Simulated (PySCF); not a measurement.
**[AsF2]+: singlet, from a PBE0 minimum start**

Aim: relax [AsF2]+ as a singlet from a PBE0 minimum start, check by its vibrations whether the end is a minimum, and collect its spectrum and constants.

Program: PySCF 2.14.0. Level of theory: PBE0, basis As def2-TZVP, F def2-TZVP, no relativity, density fitting. These are calculated values, not measurements.

### Step 1. Where the work starts

3 atoms, charge 1, spin multiplicity 1.

Bond lengths: As1–F2 1.656 Å, As1–F3 1.656 Å. Angles: F2–As1–F3 98.4°.

Z-matrix (Å, degrees; charge 1 multiplicity 1):
```
As
F  1 1.6563
F  1 1.6563 2 98.42
```

### Step 2. First SCF at the start

The steps below are one call of a driver around PySCF. For each, scf.py gives the equivalent set-up of the SCF; relaxations use the driver's own optimiser. After this first run the driver tries any further starts and a stability analysis.

scf.py reads:

```python
from pyscf import gto, scf, dft
mol = gto.M(atom='''
As     0.000000    -0.000000    -0.363062
F      1.254040    -0.000000     0.718944
F     -1.254040     0.000000     0.718944''',
    basis={'As': 'def2-TZVP', 'F': 'def2-TZVP'},
    charge=1, spin=0)
mf = dft.RKS(mol, xc='PBE0')
mf.grids.atom_grid = (50, 194)
aux = {'As': 'def2-universal-JKFIT', 'F': 'def2-universal-JKFIT'}
mf = mf.density_fit(auxbasis=aux)
mf.conv_tol = 1e-08
mf.diis_space = 10
mf.max_cycle = 60
mf.init_guess = 'minao'
mf.verbose = 4
mf.kernel()
```

The run is started by

```
$ OMP_NUM_THREADS=2 python axn.py task.json out
```

Standard output:

```text
init E= -2434.72723999796
  HOMO = -0.391247965454802  LUMO = -0.161552588192571  gap/eV = 6.25033
cycle= 1 E= -2434.74042828419  delta_E= -0.0132  |g|= 0.919  |ddm|= 1.94
  HOMO = -0.608783280882522  LUMO = -0.469620442965336  gap/eV = 3.78681
cycle= 2 E= -2434.31402665721  delta_E= 0.426  |g|= 1.91  |ddm|= 1.62
  HOMO = -0.700211925904039  LUMO = -0.445629271180408  gap/eV = 6.92755
cycle= 3 E= -2434.87428778138  delta_E= -0.56  |g|= 0.18  |ddm|= 0.93
  HOMO = -0.680658275353574  LUMO = -0.429566511884246  gap/eV = 6.83255
cycle= 4 E= -2434.87810220158  delta_E= -0.00381  |g|= 0.0395  |ddm|= 0.102
  HOMO = -0.679578385611096  LUMO = -0.426077896503521  gap/eV = 6.89810
cycle= 5 E= -2434.87826368065  delta_E= -0.000161  |g|= 0.0056  |ddm|= 0.0177
  HOMO = -0.679931124518668  LUMO = -0.426408792341384  gap/eV = 6.89869
cycle= 6 E= -2434.87826841076  delta_E= -4.73e-06  |g|= 0.000791  |ddm|= 0.00347
  HOMO = -0.679986448600445  LUMO = -0.426414045955028  gap/eV = 6.90006
cycle= 7 E= -2434.8782685217  delta_E= -1.11e-07  |g|= 0.000168  |ddm|= 0.000603
  HOMO = -0.679982427530883  LUMO = -0.426420653181175  gap/eV = 6.89977
cycle= 8 E= -2434.87826852688  delta_E= -5.18e-09  |g|= 1.28e-05  |ddm|= 0.000115
  HOMO = -0.679983117624948  LUMO = -0.426423050291966  gap/eV = 6.89972
Extra cycle  E= -2434.87826852689  delta_E= -9.09e-12  |g|= 1.51e-05  |ddm|= 1.7e-05
converged SCF energy = -2434.87826852689
```

This step, with its further starts and checks, ran for 10 s (2 threads of Arm Neoverse N1, shared host).

The test of internal stability found no lower closed-shell solution.

### Step 3. Relaxing the singlet from the PBE0 minimum start

The program finds C2v symmetry in the start, which this walk keeps. Threshold on the gradient: 0.0003 Eh/bohr, with a further test on the energy change.

scf.py, as its differences from that of step 2:

```diff
@@ -3,3 +3,3 @@
-As     0.000000    -0.000000    -0.363062
-F      1.254040    -0.000000     0.718944
-F     -1.254040     0.000000     0.718944''',
+As     0.000000     0.000000    -0.364093
+F      1.254040     0.000000     0.717913
+F     -1.254040     0.000000     0.717913''',
@@ -15 +14,0 @@
-mf.init_guess = 'minao'
```

Steps of the walk:

```tsv
step	energy (Eh)	change (kJ/mol)	largest symmetric gradient (Eh/bohr)
0	-2434.878269	0.00	0.00060
1	-2434.878271	-0.01	0.00029
```

The walk took 4.1 s.

It settles in C2v symmetry, 0.0 kJ/mol below the start, after 1 steps: As–F 1.656 Å (×2); F–As–F 98.1°.

### Step 4. Frequencies

The point is checked on the finer grid, and tightened if its gradient asks for it. The Hessian and the dipole derivatives come from central differences of analytic gradients, with steps of 0.02 bohr.

scf.py, as its differences from that of step 3:

```diff
@@ -3,3 +3,3 @@
-As     0.000000     0.000000    -0.364093
-F      1.254040     0.000000     0.717913
-F     -1.254040     0.000000     0.717913''',
+As     0.000000     0.000000    -0.362806
+F      1.254026     0.000000     0.719218
+F     -1.254026     0.000000     0.719218''',
@@ -9 +9 @@
-mf.grids.atom_grid = (50, 194)
+mf.grids.atom_grid = (75, 302)
@@ -12 +12 @@
-mf.conv_tol = 1e-08
+mf.conv_tol = 1e-10
```

The driver hands on the density of the step before, so the log starts near convergence.

SCF at the final geometry:

```text
init E= -2434.87812676152
  HOMO = -0.679988714520774  LUMO = -0.426424361951298  gap/eV = 6.89984
cycle= 1 E= -2434.87812676152  delta_E= -1.82e-12  |g|= 2.84e-06  |ddm|= 2.05e-06
  HOMO = -0.679988367904523  LUMO = -0.426424323010288  gap/eV = 6.89983
Extra cycle  E= -2434.87812676152  delta_E= 4.09e-12  |g|= 4.95e-06  |ddm|= 3.37e-06
converged SCF energy = -2434.87812676152
```

The whole step took 37 s.

Geometry: C2v; As–F 1.656 Å (×2); F–As–F 98.4°.

Modes, for the most abundant isotopes:

```tsv
symmetry	ω (cm⁻¹)	IR (km/mol)	μ (u)
a1	304	14.6	21.45
b2	830	116	22.84
a1	845	60.6	22.01
```

No imaginary mode, so this is a minimum.

Constants and moments:

| Item | Value |
| --- | --- |
| Dipole moment about the centre of mass | 2.64 D |
| Highest occupied level | -18.50 eV |
| Lowest empty level | -11.60 eV |
| Rotational constants | 0.5711, 0.2821, 0.1888 cm⁻¹ |
| Zero-point energy | 11.8 kJ/mol |
| Principal polarisabilities | 16.4, 19.9, 23.7 bohr³ |
| Principal traceless quadrupole moments about the centre of mass | -2.06, -0.20, 2.26 D Å |
| Entropy at 298.15 K and 1 bar | 267.6 J/(mol K) |
| Heat capacity Cp at 298.15 K | 45.2 J/(mol K) |
| Enthalpy at 298.15 K above 0 K | 11.36 kJ/mol |
| Rotational symmetry number | 2 |

Charges (e) and bond orders:

```json
{"atom": "As1", "Mulliken": "1.31", "Löwdin": "1.03", "polar tensor": "1.81", "Mayer order to As1": "–"}
{"atom": "F2,3", "Mulliken": "-0.16", "Löwdin": "-0.01", "polar tensor": "-0.40", "Mayer order to As1": "1.26"}
```

Mulliken populations on As1: s 7.89, p 13.41, d 10.30, f 0.10.

### Step 5. Outcome

| quantity | value |
| --- | --- |
| minimum | singlet, C2v |
| geometry | As–F 1.656 Å (×2); F–As–F 98.4° |
| wavenumbers (cm⁻¹) | 304 (a1), 830 (b2), 845 (a1) |
| dipole moment (centre of mass) | 2.64 D |
| highest occupied, lowest empty level | -18.50, -11.60 eV |
| polar-tensor charge of As1 | +1.81 e |
| zero-point energy | 11.8 kJ/mol |
| entropy at 298.15 K | 267.6 J/(mol K) |

What this shows: The PBE0 minimum start keeps its C2v symmetry and ends in a minimum. In the infrared the band at 830 cm⁻¹ (b2, stretch) leads. Only this shape and spin were tried, so other structures or states may lie lower.

The search up to here took 51 s.
